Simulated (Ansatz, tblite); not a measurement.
# MoSeBr4: a ladder of methods and basis sets

One table from this session's results is given with a row withheld; the runs are named, their logs left out.

Computed with Ansatz 0.2.0, Gaussian basis. Level: as each input shows.

Levels to be run: GFN1-xTB, GFN2-xTB, PBE-D4/def2-TZVP, r2SCAN-D4/def2-TZVP, LDA/def2-TZVP, r2SCAN0-D4/def2-TZVP, B2PLYP/def2-TZVP, PBE-D4/def2-SVP, PBE0-D4/def2-SVP, PBE0-D4/def2-TZVPD, PBE-D4/def2-TZVPD, LDA/def2-TZVPD, MP2/def2-TZVP, RPA/def2-TZVP.

6 further runs of the same task are left out: 4 that didn't finish, 2 set aside as unsound or not needed. Runs told in other sessions of the task aren't counted.

### The relaxed structure

The singlet was relaxed beforehand with r2SCAN-D4/def2-SVP.

6 atoms, charge 0, spin multiplicity 1.

Bond lengths: Mo1–Se2 2.213 Å, Mo1–Br3 2.460 Å, Mo1–Br4 2.460 Å, Mo1–Br5 2.460 Å, Mo1–Br6 2.460 Å. Angles: Se2–Mo1–Br3 104.1°, Se2–Mo1–Br4 104.1°, Se2–Mo1–Br5 104.1°, Se2–Mo1–Br6 104.1°, Br3–Mo1–Br4 86.6°, Br3–Mo1–Br5 151.8°, Br3–Mo1–Br6 86.6°, Br4–Mo1–Br5 86.6°, Br4–Mo1–Br6 151.9°, Br5–Mo1–Br6 86.6°.

Formally the metal is d0. Mo takes a core potential in the def2 sets. No spin-orbit coupling is included.

PBE0-D4/def2-TZVP was run before; its log isn't repeated, and its numbers join the tables.

The first run:

Tight binding, by tblite at 300 K electronic temperature and without a spin-polarisation term:

```python
tblite.interface.Calculator('GFN1-xTB', numbers, positions, charge=0, uhf=0).singlepoint()
```

Tight binding, by tblite at 300 K electronic temperature and without a spin-polarisation term:

```python
tblite.interface.Calculator('GFN2-xTB', numbers, positions, charge=0, uhf=0).singlepoint()
```

start.molden holds the orbitals of an earlier run on this state, given as this run's starting guess.

Input file in.yaml:

```yaml
crystal:
  periodic: [false, false, false]
  atoms:
    - {symbol: Mo, position_ang: [0.000099, -0.000162, 0.029918]}
    - {symbol: Se, position_ang: [0.004930, -0.007687, 2.243375]}
    - {symbol: Br, position_ang: [2.384722, 0.015146, -0.573665]}
    - {symbol: Br, position_ang: [-0.014451, 2.387856, -0.560075]}
    - {symbol: Br, position_ang: [-2.387134, -0.011004, -0.563323]}
    - {symbol: Br, position_ang: [0.011833, -2.384148, -0.576240]}
basis:
  gaussian: {orbitals: def2-TZVP, initial_orbitals: start.molden}
hamiltonian: {xc: pbe, dispersion: d4}
scf: {omitted_lower_state_checks: [starts]}
output: {orbitals: {seedname: orbitals}}
```

On the command line:

```
> ansatz run in.yaml --threads 4 --pin off --events-out ev --progress --plain --max-ram 4787MiB
```

Steps of the session up to this table: PBE-D4/def2-TZVP; r2SCAN-D4/def2-TZVP; LDA/def2-TZVP; r2SCAN0-D4/def2-TZVP; B2PLYP/def2-TZVP; PBE-D4/def2-SVP; PBE0-D4/def2-SVP; PBE0-D4/def2-TZVPD; PBE-D4/def2-TZVPD; LDA/def2-TZVPD; MP2/def2-TZVP; RPA/def2-TZVP.

One table of the session follows, with a row left open; its other results are not shown here.

It belongs to the step «Binding energy». 

| level | binding an atom (eV) |
| --- | --- |
| HF/def2-TZVP | 0.702 |
| LDA/def2-TZVP | 3.452 |
| LDA/def2-TZVPD | 3.451 |
| PBE-D4/def2-SVP | 2.949 |
| PBE-D4/def2-TZVP | 2.909 |
| PBE-D4/def2-TZVPD | 2.908 |
| r2SCAN-D4/def2-TZVP | 2.707 |
| PBE0-D4/def2-SVP | 2.586 |
| PBE0-D4/def2-TZVP | 2.570 |
| PBE0-D4/def2-TZVPD | ? |
| r2SCAN0-D4/def2-TZVP | 2.407 |
| B2PLYP/def2-TZVP | 2.693 |
| RPA/def2-TZVP | 2.322 |
| MP2/def2-TZVP | 3.008 |

Q: Estimate the row for PBE0-D4/def2-TZVPD from the others.

The run gave: binding an atom (eV): 2.572. In the column «binding an atom (eV)» it lies between PBE0-D4/def2-TZVP (2.570) and PBE0-D4/def2-SVP (2.586).

Limits of these values: Free atoms were run apart at each level; binding is atoms less cluster, divided by the number of atoms, without zero-point or spin-orbit terms.
